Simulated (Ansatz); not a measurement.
# CrPbO3 (Pm-3m): relaxation of cell and ions

What cell does CrPbO3 (Pm-3m) relax to? Aim: a relaxation of cell and ions, for CrPbO3 (Pm-3m), run from a script.

Computed with the Python package of Ansatz 0.2.0. Level of theory: DFT PBEsol, plane waves, PAW.

## (1) The structure

The structure is cubic, space group Pm-3m (No. 221). The conventional cell has a = 3.917 Å, b = 3.917 Å, c = 3.917 Å, α = 90.00°, β = 90.00°, γ = 90.00°. Cr (site symmetry m-3m) has 6 O at 1.96 Å in its first shell of neighbours. Pb (site symmetry m-3m) is surrounded by 12 O at 2.77 Å. O (site symmetry 4/mmm) is surrounded by 2 Cr at 1.96 Å and 4 Pb at 2.77 Å.

The script holds or builds the structure itself.

## (2) Script

Contents of vcrelax.py:

```python
"""Variable-cell relaxation of CrPbO3."""

import ansatz as az
from ase import Atoms
from ase.data import atomic_numbers
from ase.io import write
import numpy as np
from pymatgen.core import Structure
from pymatgen.core import Lattice, Structure
from pymatgen.io.ase import AseAtomsAdaptor
from scipy.ndimage import map_coordinates
import spglib

XC = "pbesol"
MESH = (8, 8, 8)
SMEARING = "Fermi-Dirac"
SMEARING_WIDTH = 0.1
FORCE_TOL = 0.02

def edges_and_angles(cell):
    cell = np.asarray(cell)
    a, b, c = np.linalg.norm(cell, axis=1)
    cosines = cell[1] @ cell[2] / (b * c), cell[0] @ cell[2] / (a * c), cell[0] @ cell[1] / (a * b)
    return (a, b, c, *np.degrees(np.arccos(cosines)))

pmg_structure = Structure(
    Lattice([(3.917057, 0.0, 0.0), (0.0, 3.917057, 0.0), (0.0, 0.0, 3.917057)]),
    ["Cr", "Pb", "O", "O", "O"],
    [
        (0.0, 0.0, 0.0),
        (0.5, 0.5, 0.5),
        (0.0, 0.0, 0.5),
        (0.0, 0.5, 0.0),
        (0.5, 0.0, 0.0),
    ],
)
xtal = az.Crystal.from_ase(AseAtomsAdaptor.get_atoms(pmg_structure)).moments(Cr=3)

# edges free, angles fixed
base = (
    xtal.calculation()
    .functional(XC)
    .pseudopotentials("paw")
    .kpoints(mesh=MESH)  # sampling of the Brillouin zone
    .occupations(SMEARING, width=SMEARING_WIDTH)  # smearing steadies the SCF of a metal
    .spin(az.SpinTreatment.COLLINEAR)
    .relax(force_tolerance=FORCE_TOL, max_steps=40, fix_cell=["angles"])  # relax until the tolerances are met
    .density()  # keep the density on its grid
)
steps = []


def collect(event):
    if event["event"] == "relax_step":
        steps.append(event["data"])


out = base.session().plan().execute(on_event=collect)
summary = out.report
print("step   energy (eV)     max comp. (eV/A)   P (GPa)  SCF")
for s in steps:
    print(f"{s['step']:4d} {s['lagrangian_ev']:15.5f} {s['allowed_force_max_ev_ang']:12.4f} {s['pressure_gpa']:10.3f} {s['n_scf']:5d}")

first, last = steps[0], steps[-1]
symbols = [site.symbol for site in out.lattice.sites]
print(f"energy gained {first['lagrangian_ev'] - last['lagrangian_ev']:.4f} eV in {len(steps) - 1} steps")
for label, vectors in (("before", first["cell_ang"]), ("after", out.lattice.cell_ang)):
    print(label, "a b c (A) {:.4f} {:.4f} {:.4f}  angles {:.2f} {:.2f} {:.2f}".format(*edges_and_angles(vectors)), f" V = {abs(np.linalg.det(vectors)):.3f} A^3")
print("final stress xx yy zz (GPa, compression positive):", np.round(np.diag(summary["stress_gpa"]), 3) + 0.0)

fractions = [site.position_frac for site in out.lattice.sites]
numbers = [atomic_numbers[s] for s in symbols]
for tolerance in (1e-3, 1e-2, 1e-1):
    print(f"space group at {tolerance} A:", spglib.get_spacegroup((out.lattice.cell_ang, fractions, numbers), symprec=tolerance))

relaxed = Atoms(symbols, positions=[site.position_ang for site in out.lattice.sites], cell=out.lattice.cell_ang, pbc=True)
write("relaxed.extxyz", relaxed, format="extxyz")

print(f"free energy      {summary['free_energy_ev']:.5f} eV")
print(f"per atom         {summary['free_energy_ev'] / len(out.lattice.sites):.5f} eV")
print(f"SCF iterations   {summary['n_iterations']}  (converged: {summary['converged']})")

final = Structure(out.lattice.cell_ang, [s.symbol for s in out.lattice.sites], [s.position_frac for s in out.lattice.sites])
# smooth valence density along the shortest bond of atom 0
rho = out.density()
total = sum(channel.density_e_per_ang3 for channel in rho.channels[:2])
grid_cell = np.asarray(rho.fft_grid_basis) @ out.lattice.cell_ang
partner = min(final.get_neighbors(final[0], 5.0), key=lambda n: n.nn_distance)
line = np.linspace(final[0].coords, partner.coords, 11)
points = (line @ np.linalg.inv(grid_cell)) * rho.dims
values = map_coordinates(total, points.T, order=3, mode="grid-wrap")
print(f"from {final[0].specie} to {partner.specie}, {partner.nn_distance:.3f} A")
for t, value in zip(np.linspace(0, partner.nn_distance, 11), values):
    print(f"{t:7.3f} A  {value:9.4f} e/A^3")
```

## (3) The calls as engine input

The engine receives this input:

```yaml
crystal:
  lattice:
    - [3.917057, 0.0, 0.0]
    - [0.0, 3.917057, 0.0]
    - [0.0, 0.0, 3.917057]
  atoms:
    - { symbol: Cr, position: [0.0, 0.0, 0.0] }
    - { symbol: Pb, position: [0.5, 0.5, 0.5] }
    - { symbol: O, position: [0.0, 0.0, 0.5] }
    - { symbol: O, position: [0.0, 0.5, 0.0] }
    - { symbol: O, position: [0.5, 0.0, 0.0] }
kpoints:
  mp_grid:
    grid: [8, 8, 8]
hamiltonian:
  xc: pbesol
  pseudopotentials:
    kind: paw
magnetization:
  spin_polarized: true
  per_species:
    Cr: 3.0
scf:
  occupations:
    method: fermi_dirac
    width: 0.1
relax:
  f_tol: 0.02
  max_steps: 40
  cell:
    fix: [angles]
output:
  write_density: true
```

## (4) Running it

The run is started by

```console
> python vcrelax.py
```

Without the output at hand: what should come out? Wanted: free energy; moment, net / absolute; moves of the relaxation; energy gained; last largest force component; relaxed conventional cell; space group at the end.

The runs gave:

```
                                         quantity                                                                      value
                                      free energy                                        -16786.9292 eV (-3357.3858 eV/atom)
                           moment, net / absolute                                                    1.99 / 2.13 μB per cell
                          moves of the relaxation                                                                          4
energy gained (ahead of the last change of basis)                                                              31.7 meV/atom
                     last largest force component                                                                0.0000 eV/Å
                        relaxed conventional cell  a = 3.827 Å, b = 3.827 Å, c = 3.827 Å, α = 90.00°, β = 90.00°, γ = 90.00°
                           space group at the end                                                                      Pm-3m
```

What this shows: Over 4 moves the cell shrank by 6.7 % in volume, and the space group stayed Pm-3m. Reading the output:
- Forces vanish by symmetry, so the ions can't move, and the end may be a saddle.
- For a metal this k-point mesh is coarse: on a finer one energies can move by several to tens of meV an atom and pressures by half a GPa or more, differences at one mesh by less.
- Energies along a relaxation are free energies. Rows at an unchanged volume are solved on a plane-wave basis chosen afresh for that cell, so the energy jumps there and such rows are no steps of the walk.
- With one magnetic atom the cell can hold only ferromagnetic order.
- Without a Hubbard U or exact exchange, semilocal functionals often make such 3d compounds metallic or too weakly gapped.
- Spin-orbit coupling, which matters for elements this heavy, is left out.
- Grid values close to the nuclei reflect the PAW or pseudopotential construction, not the all-electron fields.
- This cell is a computed structure, which may not be the phase found in nature.
